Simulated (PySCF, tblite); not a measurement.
# C₄H₁₂N₂Si+ (doublet): geometry, infrared bands and EPR parameters

Wanted: the infrared bands and EPR parameters of C₄H₁₂N₂Si+ (doublet) (`C=C[C@@H](C)[NH+][SiH2]N`), by calculation.

The runs use tblite 0.8.0 and PySCF 2.14.0, with density-fitted response routines of our own; the level of theory stands in each step. All values are computed, except where a source is named. Atoms are numbered from 0 throughout.

### Step 1. Starting geometry

19 atoms, charge 1, multiplicity 2; geometry from: force field or distance geometry start.

Bonds of the start (Å): C0–C1 1.34, C1–C2 1.50, C2–C3 1.54, C2–N4 1.41, N4–Si5 1.74, Si5–N6 1.79, C0–H7 1.08, C0–H8 1.09, C1–H9 1.09, C2–H10 1.10, C3–H11 1.11, C3–H12 1.12, C3–H13 1.11, N4–H14 1.04, Si5–H15 1.47, Si5–H16 1.47, N6–H17 1.05, N6–H18 1.02.

### Step 2. Relaxing the molecule with GFN2-xTB

The job: settings as JSON, then the geometry in Å.

```
{"job": {"kind": "relax", "xc": "GFN2-xTB", "basis": "xTB"}, "charge": 1, "multiplicity": 2}
C     -1.364800     1.569000     1.516400
C     -1.836800     0.508700     0.841400
C     -0.813000    -0.486600     0.366300
C     -1.366300    -0.999600    -0.975800
N      0.371200     0.228800     0.090700
Si     1.740900    -0.661700    -0.512100
N      3.218700     0.261200    -0.089100
H     -2.088900     2.282100     1.870400
H     -0.299700     1.720300     1.702500
H     -2.903600     0.358200     0.675600
H     -0.685200    -1.299900     1.098000
H     -0.640300    -1.693900    -1.446500
H     -2.310600    -1.562800    -0.789200
H     -1.602100    -0.121700    -1.615900
H      0.276300     1.223000    -0.183700
H      1.842900    -2.006700     0.072200
H      1.614500    -0.809900    -1.964100
H      2.940500     1.234800     0.183300
H      3.896300     0.265900    -0.847900
```

Run with:

```sh
$ OMP_NUM_THREADS=1 python probes_run.py task.json out
```

The driver reads the jobs from task.json and runs them one after another.

The log of the run:

```text
step      E/eV     max force
  0    -592.52626    2.264
  1    -592.76280    1.236
  2    -592.89626    0.965
  3    -592.95325    0.768
  4    -593.03695    0.559
  5    -593.07356    0.467
  6    -593.10307    0.406
  7    -593.13047    0.334
  8    -593.14700    0.342
  9    -593.15905    0.330
 10    -593.17389    0.320
 11    -593.19131    0.399
 12    -593.20562    0.308
 13    -593.21388    0.190
 14    -593.21964    0.199
 15    -593.22602    0.222
 16    -593.23197    0.215
 17    -593.23630    0.132
 18    -593.23989    0.131
 19    -593.24338    0.168
 20    -593.24657    0.202
 21    -593.24901    0.145
 22    -593.25055    0.085
 23    -593.25170    0.090
 24    -593.25274    0.094
 25    -593.25341    0.068
 26    -593.25387    0.039
 27    -593.25423    0.048
 28    -593.25457    0.045
 29    -593.25483    0.041
 30    -593.25502    0.035
 31    -593.25519    0.030
 32    -593.25539    0.043
 33    -593.25559    0.037
 34    -593.25578    0.035
 35    -593.25596    0.031
 36    -593.25613    0.035
 37    -593.25628    0.035
 38    -593.25642    0.031
 39    -593.25657    0.033
 40    -593.25675    0.029
 41    -593.25694    0.031
 42    -593.25712    0.036
 43    -593.25733    0.037
 44    -593.25759    0.041
 45    -593.25789    0.046
 46    -593.25819    0.038
 47    -593.25846    0.040
 48    -593.25876    0.046
 49    -593.25925    0.062
 50    -593.25989    0.081
 51    -593.26046    0.069
 52    -593.26030    0.217
 53    -593.26117    0.038
 54    -593.26142    0.033
 55    -593.26213    0.053
 56    -593.26239    0.037
 57    -593.26259    0.026
 58    -593.26273    0.026
 59    -593.26289    0.032
 60    -593.26306    0.031
 61    -593.26316    0.025
 62    -593.26324    0.020
 63    -593.26331    0.019
 64    -593.26343    0.024
 65    -593.26352    0.022
 66    -593.26361    0.025
 67    -593.26370    0.031
 68    -593.26383    0.036
 69    -593.26400    0.032
 70    -593.26414    0.027
 71    -593.26423    0.018
 72    -593.26428    0.018
 73    -593.26432    0.018
 74    -593.26437    0.020
 75    -593.26446    0.023
 76    -593.26455    0.026
 77    -593.26466    0.027
 78    -593.26480    0.028
 79    -593.26493    0.022
 80    -593.26502    0.023
 81    -593.26508    0.025
 82    -593.26514    0.023
 83    -593.26522    0.024
 84    -593.26532    0.023
 85    -593.26541    0.024
 86    -593.26546    0.014
 87    -593.26549    0.013
 88    -593.26552    0.013
 89    -593.26557    0.015
 90    -593.26563    0.031
 91    -593.26573    0.031
 92    -593.26584    0.028
 93    -593.26594    0.030
 94    -593.26607    0.030
 95    -593.26625    0.044
 96    -593.26648    0.061
 97    -593.26670    0.048
 98    -593.26686    0.047
 99    -593.26697    0.036
100    -593.26710    0.039
101    -593.26729    0.047
102    -593.26750    0.042
103    -593.26783    0.047
104    -593.26826    0.052
105    -593.26867    0.058
106    -593.26906    0.055
107    -593.26942    0.052
108    -593.26988    0.073
109    -593.27035    0.077
110    -593.27089    0.057
111    -593.27135    0.049
112    -593.27167    0.052
113    -593.27235    0.087
114    -593.27307    0.078
115    -593.27388    0.137
116    -593.27477    0.092
117    -593.27609    0.088
118    -593.27693    0.070
119    -593.27786    0.097
120    -593.27906    0.122
121    -593.28064    0.100
122    -593.28167    0.084
123    -593.28256    0.082
124    -593.28343    0.069
125    -593.28432    0.056
126    -593.28408    0.126
127    -593.28515    0.158
128    -593.28547    0.038
129    -593.28577    0.031
130    -593.28619    0.059
131    -593.28649    0.051
132    -593.28698    0.038
133    -593.28737    0.041
134    -593.28771    0.039
135    -593.28794    0.035
136    -593.28823    0.036
137    -593.28856    0.049
138    -593.28892    0.079
139    -593.28942    0.093
140    -593.29018    0.088
141    -593.29115    0.075
142    -593.29179    0.078
143    -593.29226    0.045
144    -593.29251    0.055
145    -593.29274    0.031
146    -593.29313    0.045
147    -593.29360    0.077
148    -593.29420    0.074
149    -593.29491    0.071
150    -593.29577    0.065
151    -593.29629    0.067
152    -593.29704    0.076
153    -593.29843    0.141
154    -593.29976    0.105
155    -593.30133    0.114
156    -593.30107    0.215
157    -593.30277    0.079
158    -593.30312    0.052
159    -593.30385    0.054
160    -593.30527    0.104
161    -593.30616    0.104
162    -593.30699    0.065
163    -593.30778    0.062
164    -593.30834    0.051
165    -593.30873    0.047
166    -593.30902    0.032
167    -593.30921    0.032
168    -593.30941    0.038
169    -593.30960    0.040
170    -593.30981    0.035
171    -593.31001    0.033
172    -593.31019    0.036
173    -593.31038    0.038
174    -593.31059    0.051
175    -593.31085    0.042
176    -593.31116    0.070
177    -593.31154    0.071
178    -593.31203    0.041
179    -593.31249    0.047
180    -593.31317    0.061
181    -593.31393    0.072
182    -593.31476    0.074
183    -593.31544    0.057
184    -593.31608    0.098
185    -593.31671    0.069
186    -593.31729    0.063
187    -593.31777    0.049
188    -593.31803    0.044
189    -593.31830    0.039
190    -593.31861    0.030
191    -593.31880    0.041
192    -593.31911    0.039
193    -593.31950    0.048
194    -593.32008    0.060
195    -593.32082    0.064
196    -593.32151    0.059
197    -593.32204    0.108
198    -593.32277    0.059
199    -593.32336    0.048
200    -593.32372    0.065
201    -593.32396    0.067
202    -593.32416    0.030
203    -593.32432    0.023
204    -593.32448    0.024
205    -593.32458    0.029
206    -593.32471    0.034
207    -593.32483    0.037
208    -593.32496    0.034
209    -593.32506    0.025
210    -593.32516    0.033
211    -593.32524    0.026
212    -593.32532    0.019
213    -593.32541    0.018
214    -593.32549    0.020
215    -593.32557    0.027
216    -593.32566    0.028
217    -593.32576    0.022
218    -593.32587    0.026
219    -593.32596    0.024
220    -593.32606    0.023
221    -593.32615    0.026
222    -593.32626    0.028
223    -593.32639    0.026
224    -593.32652    0.031
225    -593.32663    0.032
226    -593.32679    0.039
227    -593.32697    0.026
228    -593.32707    0.095
229    -593.32725    0.027
230    -593.32735    0.019
231    -593.32752    0.048
232    -593.32760    0.046
233    -593.32772    0.038
234    -593.32779    0.025
235    -593.32787    0.019
236    -593.32791    0.013
237    -593.32793    0.022
238    -593.32795    0.012
239    -593.32796    0.011
240    -593.32797    0.018
241    -593.32798    0.018
242    -593.32800    0.013
243    -593.32801    0.007
```

It took 2.5 s on 1 thread of AMD EPYC 7B13, shared host.

The steps of the relaxation: (not every step is listed)

| step | energy from step 0 (eV) | largest force (eV/Å) |
| --- | --- | --- |
| 0 | 0.0000 | 2.2636 |
| 1 | -0.2365 | 1.2362 |
| 2 | -0.3700 | 0.9649 |
| 3 | -0.4270 | 0.7675 |
| 4 | -0.5107 | 0.5595 |
| 5 | -0.5473 | 0.4670 |
| 6 | -0.5768 | 0.4058 |
| 7 | -0.6042 | 0.3342 |
| 8 | -0.6207 | 0.3416 |
| 31 | -0.7289 | 0.0296 |
| 54 | -0.7352 | 0.0335 |
| 77 | -0.7384 | 0.0275 |
| 100 | -0.7408 | 0.0394 |
| 123 | -0.7563 | 0.0819 |
| 146 | -0.7669 | 0.0450 |
| 169 | -0.7833 | 0.0395 |
| 192 | -0.7929 | 0.0386 |
| 215 | -0.7993 | 0.0270 |
| 238 | -0.8017 | 0.0117 |
| 239 | -0.8017 | 0.0112 |
| 240 | -0.8017 | 0.0181 |
| 241 | -0.8017 | 0.0181 |
| 242 | -0.8017 | 0.0127 |
| 243 | -0.8017 | 0.0073 |

Distances of close pairs at the start and the end, largest changes first:

| bond | before (Å) | after (Å) | change (Å) |
| --- | --- | --- | --- |
| Si5–N6 | 1.793 | 1.704 | -0.089 |
| N6–H17 | 1.049 | 1.008 | -0.040 |
| C3–H12 | 1.115 | 1.087 | -0.029 |
| C3–H13 | 1.112 | 1.088 | -0.024 |
| N4–H14 | 1.036 | 1.012 | -0.024 |
| C3–H11 | 1.109 | 1.087 | -0.022 |
| C2–C3 | 1.540 | 1.520 | -0.020 |
| C0–C1 | 1.343 | 1.324 | -0.019 |

The final coordinates are the input of the step that follows.

### Step 3. Infrared spectrum with GFN2-xTB

The job: settings as JSON, then the geometry in Å.

```
{"job": {"kind": "ir", "xc": "GFN2-xTB", "basis": "xTB"}, "charge": 1, "multiplicity": 2}
C     -1.484693     1.845263     0.979057
C     -1.785233     0.557198     0.919771
C     -0.850165    -0.549635     0.466998
C     -1.344364    -1.213069    -0.808344
N      0.504276    -0.159240     0.417727
Si     1.693701    -0.341652    -0.856092
N      3.111680     0.363759    -0.227191
H     -2.243665     2.568318     1.227577
H     -0.508716     2.241507     0.752769
H     -2.775382     0.205864     1.170259
H     -0.950220    -1.296722     1.283912
H     -0.766347    -2.105680    -1.034807
H     -2.387746    -1.496450    -0.700320
H     -1.257779    -0.523070    -1.645087
H      0.781394     0.358806     1.241855
H      1.747973    -1.783129    -1.127783
H      1.208555     0.454064    -1.986433
H      3.397654     0.313299     0.738190
H      3.899275     0.569819    -0.819520
```

The log of the run:

```text
mode    cm-1     km/mol
  1      44.6      0.29
  2      55.9      0.97
  3      82.7      2.44
  4     127.0      7.65
  5     158.1      6.16
  6     219.1      7.48
  7     244.1      2.18
  8     255.5      1.50
  9     354.3      2.52
 10     400.4    124.53
 11     435.2     28.35
 12     441.7     28.48
 13     504.8     55.22
 14     531.9     48.97
 15     559.7     41.34
 16     625.4      7.72
 17     648.3     95.24
 18     678.4     35.20
 19     721.5      8.80
 20     768.7     63.56
 21     836.2      8.20
 22     900.3     60.48
 23     924.8     16.10
 24     966.8     42.32
 25     986.2     64.14
 26    1000.4    157.80
 27    1016.3      2.23
 28    1086.5     13.65
 29    1098.1      7.76
 30    1177.0     19.97
 31    1222.5     16.39
 32    1280.0     12.10
 33    1293.9      4.32
 34    1374.0     21.39
 35    1397.5     27.80
 36    1453.2      9.05
 37    1457.4     10.00
 38    1475.5     67.52
 39    1609.3     79.08
 40    2166.5     68.58
 41    2209.0     30.11
 42    2715.1      5.56
 43    3033.0      6.17
 44    3039.2      5.15
 45    3061.3      0.23
 46    3083.6      0.92
 47    3103.3     17.07
 48    3130.5      5.67
 49    3399.0      6.21
 50    3465.2    110.65
 51    3504.7     56.13
```

It took 0.91 s on 1 thread of AMD EPYC 7B13, shared host.

Which atoms move in the most intense modes:

| cm⁻¹ | km/mol | atoms |
| --- | --- | --- |
| 400 | 124.5 | H18 28 %, H15 15 %, N6 12 % |
| 648 | 95.2 | C1 23 %, H7 17 %, C2 12 %, H8 10 % |
| 986 | 64.1 | H8 39 %, H9 36 % |
| 1000 | 157.8 | H10 34 %, H11 14 %, H13 12 %, C2 10 % |
| 1476 | 67.5 | H18 45 %, H17 43 %, N6 11 % |
| 1609 | 79.1 | C1 46 %, C0 45 % |
| 2166 | 68.6 | H15 80 %, H16 16 % |
| 3465 | 110.7 | H17 76 %, H18 19 % |

### Step 4. EPR parameters: B3LYP/pcH-1

The job, as its differences from that of step 3:

```diff
@@ -1,2 +1,2 @@
-{"job": {"kind": "ir", "xc": "GFN2-xTB", "basis": "xTB"}, "charge": 1, "multiplicity": 2}
+{"job": {"kind": "epr", "basis": "pcH-1"}, "charge": 1, "multiplicity": 2}
 C     -1.484693     1.845263     0.979057
```

With the program's defaults for keys left out, this is: UKS B3LYP, pcH-1 on C H N Si, non-relativistic, mean-field spin-orbit, GIAO.

The log of the run:

```text
UKS, coarse grid
  cycle   1  E = -558.32409100  |g| = 4.24e-01
  cycle   2  E = -557.91027666  |g| = 9.16e-01
  cycle   3  E = -558.36212235  |g| = 2.85e-01
  cycle   4  E = -558.39875146  |g| = 9.47e-02
  cycle   5  E = -558.40323767  |g| = 3.77e-02
  cycle   6  E = -558.40391122  |g| = 1.44e-02
  cycle   7  E = -558.40399866  |g| = 8.80e-03
  cycle   8  E = -558.40403180  |g| = 2.90e-03
  cycle   9  E = -558.40403644  |g| = 1.80e-03
  cycle  10  E = -558.40403859  |g| = 4.58e-04
UKS, final grid
  cycle   1  E = -558.40402548  |g| = 6.94e-04
  cycle   2  E = -558.40402463  |g| = 1.58e-03
  cycle   3  E = -558.40402573  |g| = 1.04e-04
  cycle   4  E = -558.40402574  |g| = 7.95e-05
  cycle   5  E = -558.40402574  |g| = 3.99e-05
  cycle   6  E = -558.40402574  |g| = 1.30e-05
E = -558.40402574 Eh   <S^2> = 0.7552 (exact 0.7500)
g shifts (ppm)      1          2          3
  rmc          -187       -187       -187
  gc             -0         41         39
  oz_so         309       1485       3048
  total         122       1339       2900
hyperfine (MHz)  atom isotope    a_iso     a_fc   dipolar eigenvalues
    0   13C       2.94       2.95     -8.49     -6.94     15.43
    1   13C      37.78      37.76    -12.76     -7.98     20.75
    2   13C     -30.51     -30.56     -8.18     -3.86     12.04
    3   13C       6.13       6.12     -1.80     -1.25      3.05
    4   14N      26.27      26.25    -31.28    -31.15     62.43
    5  29Si      48.76      48.84     -1.48      0.34      1.14
    6   14N      -0.67      -0.67     -0.41     -0.00      0.41
    7    1H      -2.70      -2.70     -4.80     -1.77      6.57
    8    1H      -6.64      -6.64     -4.76      1.71      3.05
    9    1H       5.78       5.78     -5.46     -0.55      6.01
   10    1H     303.11     303.11     -8.26     -5.05     13.30
   11    1H       0.15       0.15     -3.03     -1.90      4.93
   12    1H      -2.70      -2.70     -2.20     -1.74      3.94
   13    1H      13.54      13.54     -2.60     -1.56      4.16
   14    1H     -45.36     -45.42    -35.35     -8.45     43.80
   15    1H     119.25     119.25     -3.46     -1.05      4.50
   16    1H     140.08     140.08     -3.70     -0.52      4.21
   17    1H      -0.46      -0.46     -2.19     -1.80      3.99
   18    1H      -0.91      -0.91     -1.10     -0.94      2.04
```

Wall time 89 s (1 thread of AMD EPYC 7B13, shared host); peak memory 1.1 GiB.

Principal g values 2.00244, 2.00366, 2.00522; g(iso) = 2.00377, against 2.00232 for a free electron.

Hyperfine couplings; where a row names several nuclei, a(iso) is their mean (it holds for fast rotation or exchange) and the dipolar term the largest among them:

| nuclei | isotope | a(iso) (MHz) | a(iso) (G, at g = 2.0023) | largest dipolar term (MHz) |
| --- | --- | --- | --- | --- |
| H10 | 1H | 303.1 | 108.2 | 13.3 |
| H16 | 1H | 140.1 | 50.0 | 4.2 |
| H15 | 1H | 119.3 | 42.6 | 4.5 |
| Si5 | 29Si | 48.8 | 17.4 | -1.5 |
| H14 | 1H | -45.4 | -16.2 | 43.8 |
| C1 | 13C | 37.8 | 13.5 | 20.7 |
| C2 | 13C | -30.5 | -10.9 | 12.0 |
| N4 | 14N | 26.3 | 9.4 | 62.4 |
| H8 | 1H | -6.6 | -2.4 | -4.8 |
| C3 | 13C | 6.1 | 2.2 | 3.0 |
| H9 | 1H | 5.8 | 2.1 | 6.0 |
| H11, H12, H13 | 1H | 3.7 | 1.3 | 4.9 |
| C0 | 13C | 2.9 | 1.0 | 15.4 |
| H7 | 1H | -2.7 | -1.0 | 6.6 |

Mulliken spin populations:

C0 0.10; C1 0.07; C2 -0.03; C3 0.01; N4 0.67; Si5 -0.04; N6 0.00; H7 0.00; H8 0.00; H9 0.00; H10 0.12; H11 0.00; H12 0.00; H13 0.01; H14 -0.02; H15 0.06; H16 0.07; H17 0.00; H18 0.00

In first order the couplings over 0.8 MHz of 1H, 14N give 1532 distinct lines over 244.9 G, if the averaged nuclei exchange fast; the same motion can average rows kept apart here too.

Orbitals, density, ELF and potential are computed afterwards from the orbital file.

ELF in a plane through or near 7 of the atoms.

Values, 10 rows by 14 columns:
```
0.00 0.00 0.00 0.00 0.00 0.00 0.00 0.00 0.00 0.00 0.00 0.00 0.00 0.00
0.00 0.00 0.00 0.00 0.00 0.00 0.00 0.03 0.01 0.00 0.00 0.00 0.00 0.00
0.00 0.00 0.00 0.01 0.79 0.66 0.05 0.95 0.37 0.91 0.35 0.00 0.00 0.00
0.00 0.00 0.00 0.04 0.97 0.97 0.03 0.69 0.26 0.99 0.62 0.00 0.00 0.00
0.00 0.00 0.01 0.10 0.14 0.53 0.18 0.23 0.59 0.04 0.02 0.01 0.00 0.00
0.00 0.01 0.80 0.81 0.82 0.07 0.77 0.30 0.44 0.61 0.76 0.16 0.00 0.00
0.00 0.00 0.68 0.76 0.89 0.24 0.07 0.13 0.56 0.69 0.05 0.00 0.00 0.00
0.00 0.00 0.00 0.10 0.43 0.04 0.00 0.99 0.96 0.95 0.98 0.09 0.00 0.00
0.00 0.00 0.00 0.00 0.00 0.00 0.00 0.28 0.12 0.41 0.70 0.00 0.00 0.00
0.00 0.00 0.00 0.00 0.00 0.00 0.00 0.00 0.00 0.00 0.00 0.00 0.00 0.00
```
The map spans 13.1 Å across and 10.1 Å up, centred on the molecule. Atoms in the plane (x, y in Å): C0 (1.8, -1.8), C3 (1.1, 1.7), Si5 (-1.9, 0.4), H7 (2.6, -2.4), H8 (0.8, -2.2), H12 (2.1, 2.0), H18 (-3.9, -0.7).

log10 of the density (e/Å³) in the same plane.

Ten even steps from ' ' (-4.0) to '@' (1.7):
```
                                                        
                                                        
                        ....::::::....                  
              ..::::::::::--====------::..              
            ..::----------==++++++++++==::..            
          ..::--==++++====++**********++--::            
          ..--==++****++==++**##%%##**++--::            
        ..::--==++****++==++**####****++--::..          
      ..::--==++**##%%**++++++****++++==--::..          
      ::--++++****%%@@******++******++++====::..        
    ..--==****####**********++++********++==--..        
    ..--++########**++++++++++++**####**++==--..        
    ..--==++******++========++++**####**==--::          
      ::--==++++++====----==++**##@@##**++==::          
        ..::--------::::::--++**########++==::          
          ..::::::::....::--==++++++****++--::          
                        ..::------======--::..          
                            ....::::::::....            
                                  ....                  
                                                        
```
The map spans 13.1 Å across and 10.1 Å up, centred on the molecule. Atoms in the plane (x, y in Å): C0 (1.8, -1.8), C3 (1.1, 1.7), Si5 (-1.9, 0.4), H7 (2.6, -2.4), H8 (0.8, -2.2), H12 (2.1, 2.0), H18 (-3.9, -0.7).

On the surface of density 0.002 e/bohr³ the electrostatic potential runs, from the 1st to the 99th percentile, from 2.87 V near N6 to 6.41 V near H14.

The spin density lies nearest to N4 49 %; H10 11 %; C0, C1 about 7 % each; H15, H16 about 6 % each.

### Step 5. Summary of results

```
                                 quantity                  value
strongest single infrared mode (GFN2-xTB)  1000 cm⁻¹, 158 km/mol
             zero-point energy (GFN2-xTB)          94.8 kcal/mol
                           g(iso) (B3LYP)                2.00377
                                     ⟨S²⟩     0.755 (exact 0.75)
       largest a(iso) (averaged by class)   1H on H10, 303.1 MHz
```

What this shows: Over 243 steps the energy fell by 0.802 eV; of the close pairs, Si5–N6 changed most, 1.793 to 1.704 Å. No mode is imaginary among the 51: a minimum at this level. The strongest single mode, at 1000 cm⁻¹, is spread over several atoms, H10, H11, H13, C2 among them. GFN2-xTB is a fitted tight-binding method: band positions and strengths are rough. Its intensities can rank the bands wrongly. N4 carries the largest spin population, 0.67 e. The isotropic g lies 1.5 ppt above the free-electron value. These values are for one conformer; the search (at its own cheap level) found 2 more, at 0.01, 1.25 kcal/mol (those within 0.05 may be mirror or relabelled copies), and measured spectra average over such forms.
